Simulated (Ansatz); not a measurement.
# TiHCl (singlet): relaxing a cheap start

Aim: relax a generated start of TiHCl (singlet) and see which bonds hold.

Program: Ansatz 0.2.0, Gaussian basis. Level of theory: RKS PBE0/def2-TZVP. These are calculated values, not measurements.

## (1) The starting structure

3 atoms, charge 0, spin multiplicity 1.

Atoms are counted from 1 here; the program's logs count them from 0.

Bond lengths: Ti1–Cl2 2.098 Å, Ti1–H3 1.521 Å. Angles: Cl2–Ti1–H3 180.0°.

The start was built by rule and, where that kept it together, relaxed with GFN2-xTB. Sticks and bond lists go by distance. 

## (2) The run

The input, in.yaml:

```yaml
crystal:
  periodic: [false, false, false]
  atoms:
    - {symbol: Ti, position_ang: [0.000000, 0.000000, -0.192212]}
    - {symbol: Cl, position_ang: [0.000000, 0.000000, 1.905812]}
    - {symbol: H, position_ang: [0.000000, 0.000000, -1.713600]}
basis:
  gaussian: {orbitals: def2-TZVP}
hamiltonian: {xc: pbe0}
relax: {f_tol: 0.004, max_steps: 80}
```

On the command line:

```
$ ansatz run in.yaml --threads 1 --pin off --events-out ev --progress --plain --max-ram 2176MiB
```

Before running it: what results should come out? Wanted: energy gained; shift from the start; total energy; dipole moment.

The runs gave:

```
                  quantity           value
                     steps               5
             energy gained        0.897 eV
shift from the start (rms)         0.199 Å
              total energy  -35643.1379 eV
             dipole moment          0.61 D
```

What this shows: The bonds of the start are those of the end. Ti1–H3 went from 1.521 to 1.822 Å. No vibrations were run, so this is a stationary point, not a proven minimum, and this spin need not be the ground state's.
